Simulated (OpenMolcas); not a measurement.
# B²⁺: CASSCF and CASPT2 terms and fine-structure levels

Wanted: the level scheme of B²⁺ from active-space wave functions, then second-order correlation under several settings.

The numbers are computed with OpenMolcas 26.06 (state-averaged CASSCF and CASPT2, spin-orbit coupling by RASSI with atomic mean-field integrals), except any that are marked as measured or tabulated.

## Step 1: Starting point

| Property | Result |
| --- | --- |
| Species | B²⁺ (boron, Z = 5, 3 electrons) |
| Basis | ANO-R3 [4s4p2d1f], 33 functions |
| Scalar Hamiltonian | X2C, finite nucleus |
| Inactive shells | 1s |
| Active space | 1 electron in 8 orbitals (2s 2p 3s 3p) |
| Some configurations of this space | 2p, 2s |
| Orbitals | optimised for the ground-state spin in each parity, averaged over the low roots |

The outer shells:

2p
```
2p [↑ ][  ][  ]
```

2s
```
2s [↑ ]
```

Each step is its own input file, run in one work folder so that later steps find the files of earlier ones. Labels, J, g values, rates, χT and fits are worked out afterwards by a script from the matrices that RASSI stores.

## Step 2: Basis and integrals

Contents of a.inp:

```
&GATEWAY
Coord
1

B 0.0 0.0 0.0
Basis=ANO-R3
Group=XYZ
NoMove
AngMom=0.0 0.0 0.0
AMFI
&SEWARD
```

Command:

```sh
$ OMP_NUM_THREADS=1 MOLCAS_MEM=2252 MOLCAS_PROJECT=a pymolcas a.inp > a.log
```

## Step 3: A small preliminary run for start orbitals

Contents of a.inp:

```
&RASSCF
FileOrb=start.orb
Symmetry=1
Spin=2
nActEl=1 0 0
Inactive=1 0
Ras2=1 3
CIRoot=1 1 1
SDav=1
CIMx=300
Iter=120 100
PrWF=0.3
OrbListing=Nothing
MaxOrb=0
Atom
>>> COPY $Project.JobIph JOBPRE
```

## Step 4: CASSCF: doublets of even parity, 1 root

Contents of a.inp:

```
&RASSCF
FileOrb=start.orb
Symmetry=1
Spin=2
nActEl=1 0 0
Inactive=1 0
Ras2=2 6
CIRoot=1 1 1
SDav=2
CIMx=300
Iter=120 100
PrWF=0.3
OrbListing=Nothing
MaxOrb=0
Atom
>>> COPY $Project.JobIph JOB001
```

## Step 5: CASSCF: doublets of odd parity, 3 roots

Contents of a.inp:

```
&RASSCF
FileOrb=start.orb
Symmetry=2
Spin=2
nActEl=1 0 0
Inactive=1 0
Ras2=2 6
CIRoot=3 3 1
SDav=6
CIMx=300
Iter=120 100
PrWF=0.3
OrbListing=Nothing
MaxOrb=0
Atom
>>> COPY $Project.JobIph JOB002
```

## Step 6: RASSI: spin-orbit coupling between the states

Contents of a.inp:

```
&RASSI
NrOfJobIphs=2 1 3
1
1 2 3
IphNames
JOB001
JOB002
EJob
SpinOrbit
DIPRint=1.0
SOCoupling=1000.0
Subsets=2
MEES
Property=10
'ANGMOM' 1 'ANGMOM' 2 'ANGMOM' 3 'MLTPL  1' 1 'MLTPL  1' 2 'MLTPL  1' 3
'AMFI' 1 'AMFI' 2 'AMFI' 3 'MLTPL  2' 6
SOProperty=3
'ANGMOM' 1 'ANGMOM' 2 'ANGMOM' 3
```

## Step 7: CASPT2: IPEA 0.6, real shift 0.05 (closed shells correlated: none)

Contents of a.inp:

```
>>> COPY JOB001 $Project.JobIph
&CASPT2
Multistate=1 1
Frozen=1 0
IPEA=0.6
Shift=0.05
MaxIter=60
WThr=0.0 0.3 0.05
PrWF=0.5
NoMix
>>> COPY JOB002 $Project.JobIph
&CASPT2
Multistate=3 1 2 3
Frozen=1 0
IPEA=0.6
Shift=0.05
MaxIter=60
WThr=0.0 0.3 0.05
PrWF=0.5
NoMix
```

## Step 8: CASPT2: IPEA 0.2 (closed shells correlated: 1s)

Contents of a.inp:

```
>>> COPY JOB001 $Project.JobIph
&CASPT2
Multistate=1 1
Frozen=0 0
IPEA=0.2
MaxIter=60
WThr=0.0 0.3 0.05
PrWF=0.5
NoMix
>>> COPY JOB002 $Project.JobIph
&CASPT2
Multistate=3 1 2 3
Frozen=0 0
IPEA=0.2
MaxIter=60
WThr=0.0 0.3 0.05
PrWF=0.5
NoMix
```

## Step 9: CASPT2: IPEA 0.4, real shift 0.3 (closed shells correlated: 1s)

a.inp: that of step 8 with these lines changed.

```diff
@@ -4,3 +4,4 @@
 Frozen=0 0
-IPEA=0.2
+IPEA=0.4
+Shift=0.3
 MaxIter=60
@@ -13,3 +14,4 @@
 Frozen=0 0
-IPEA=0.2
+IPEA=0.4
+Shift=0.3
 MaxIter=60
```

(Steps that only read results are left out.)

**Question.** What will these runs give? Wanted: lowest level; first excited level; strongest of the lines computed, by gA, at SS-CASPT2 energies.

The runs gave:

```
                                                     quantity                                                                  value
                                                       method  SS-CASPT2, IPEA 0.6, real shift 0.05 (closed shells correlated: none)
                                                 lowest level                               2s 2S 1/2, 100 % of that term, g = 2.002
                                  ground level listed by NIST                                                                  2S1/2
                                          first excited level                                               2p 2P* 1/2 at 48970 cm-1
strongest of the lines computed, by gA, at SS-CASPT2 energies                     2p 2P* 3/2 → 2s 2S 1/2, 205.1 nm, A = 1.98e+08 s⁻¹
```

Cost and accuracy by method:

| method | time of its own steps | time with the reference | mean absolute difference from the measured levels (cm-1) |
| --- | --- | --- | --- |
| A. CASSCF | 6.8 s | 6.8 s | 610 |
| B. SS-CASPT2, IPEA 0.6, real shift 0.05, +none | 0.63 s | 7.4 s | 610 |
| C. SS-CASPT2, IPEA 0.2, +1s | 0.73 s | 7.5 s | 370 |
| D. SS-CASPT2, IPEA 0.4, real shift 0.3, +1s | 0.73 s | 7.5 s | 380 |

Times are of one thread on a shared host.

What this shows: Method C lies closest to the measured levels (370 cm⁻¹ on average, level with D) and B farthest (610). Only the configurations of the active space and the roots asked for are present. Not all states of the active space went into the spin-orbit step. The levels of the extra active shells were not computed. Only valence configurations of the active space appear, up to the ionisation limit; * or ° marks odd parity.
